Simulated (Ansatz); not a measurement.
The system is Ta3AsAu2O13.

```
CELL_PARAMETERS angstrom
5.45204 0.00000 0.00000
-2.72602 4.72161 0.00000
0.00000 0.00000 9.57902
ATOMIC_POSITIONS crystal
Ta 0.00000 0.00000 0.19408
Ta 0.00000 0.00000 0.80592
Ta 0.66667 0.33333 0.00000
As 0.00000 0.00000 0.50000
Au 0.33333 0.66667 0.27428
Au 0.33333 0.66667 0.72572
O 0.00000 0.00000 0.00000
O 0.23947 0.97129 0.36402
O 0.02871 0.26818 0.36402
O 0.73182 0.76053 0.36402
O 0.23947 0.97129 0.63598
O 0.02871 0.26818 0.63598
O 0.73182 0.76053 0.63598
O 0.38452 0.33425 0.85844
O 0.66575 0.05026 0.85844
O 0.94974 0.61548 0.85844
O 0.38452 0.33425 0.14156
O 0.66575 0.05026 0.14156
O 0.94974 0.61548 0.14156
```

The cell was built by a generator and needn't be a form met in nature.

* Program: Ansatz 0.2.0
* Task: relaxation of cell and atoms
* Functional: PBEsol
* Dispersion: D3(BJ)
* Potentials or basis: Ansatz PAW
* Cutoff: 420 eV (not typed: the program's choice for these potentials)
* k mesh: 4 × 4 × 2
* Occupations: fermi-dirac, width 0.05 eV
* Spin: no spin polarisation

At the start: volume 12.98 Å³/atom.

Q: How do energy, volume and symmetry change on relaxing?

A: It ends after 12 steps and the volume is 12.22 Å³/atom (-5.9 %); space group P-6 (No. 174, to 0.05 Å).

The path:
```tsv
step	energy change (eV)	largest force (eV/Å)	volume (Å³)
1	0.0000	0.2841	246.59
2	-0.4287	0.2181	231.87
3	-0.4453	0.1107	232.33
4	-0.4502	0.1043	232.32
5	-0.4513	0.0542	232.46
6	-0.4512	0.0281	232.72
7	-0.4506	0.0433	232.90
8	-0.4507	0.0014	232.89
9	-0.4057	0.0026	232.89
10	-0.4120	0.0189	231.53
11	-0.4101	0.0068	232.11
12	-0.4074	0.0067	232.11
```

Final structure:
```cif
data_structure
_symmetry_space_group_name_H-M 'P 1'
_symmetry_Int_Tables_number 1
_cell_length_a 5.3280
_cell_length_b 5.3280
_cell_length_c 9.4414
_cell_angle_alpha 90.000
_cell_angle_beta 90.000
_cell_angle_gamma 120.000
_cell_volume 232.11
loop_
_atom_site_label
_atom_site_type_symbol
_atom_site_fract_x
_atom_site_fract_y
_atom_site_fract_z
_atom_site_occupancy
Ta1 Ta 0.00000 0.00000 0.19656 1
Ta2 Ta 0.00000 0.00000 0.80344 1
Ta3 Ta 0.66667 0.33333 0.00000 1
As1 As 0.00000 0.00000 0.50000 1
Au1 Au 0.33333 0.66667 0.26904 1
Au2 Au 0.33333 0.66667 0.73096 1
O1 O 0.00000 0.00000 0.00000 1
O2 O 0.24368 0.96843 0.36500 1
O3 O 0.03157 0.27525 0.36500 1
O4 O 0.72475 0.75632 0.36500 1
O5 O 0.24368 0.96843 0.63500 1
O6 O 0.03157 0.27525 0.63500 1
O7 O 0.72475 0.75632 0.63500 1
O8 O 0.38664 0.34315 0.85802 1
O9 O 0.65685 0.04349 0.85802 1
O10 O 0.95651 0.61336 0.85802 1
O11 O 0.38664 0.34315 0.14198 1
O12 O 0.65685 0.04349 0.14198 1
O13 O 0.95651 0.61336 0.14198 1
```

Caveat: the plane-wave basis is chosen anew once the cell has moved, so the energies of steps on either side of that aren't comparable; the pressure holds a Pulay correction of +0.7 GPa for the finite cutoff; pairwise dispersion overbinds metals, which lowers pressure and volume; the PAW data sets come from PBE, with cores solved anew for the run's functional, which leaves a small shift of forces and pressure.
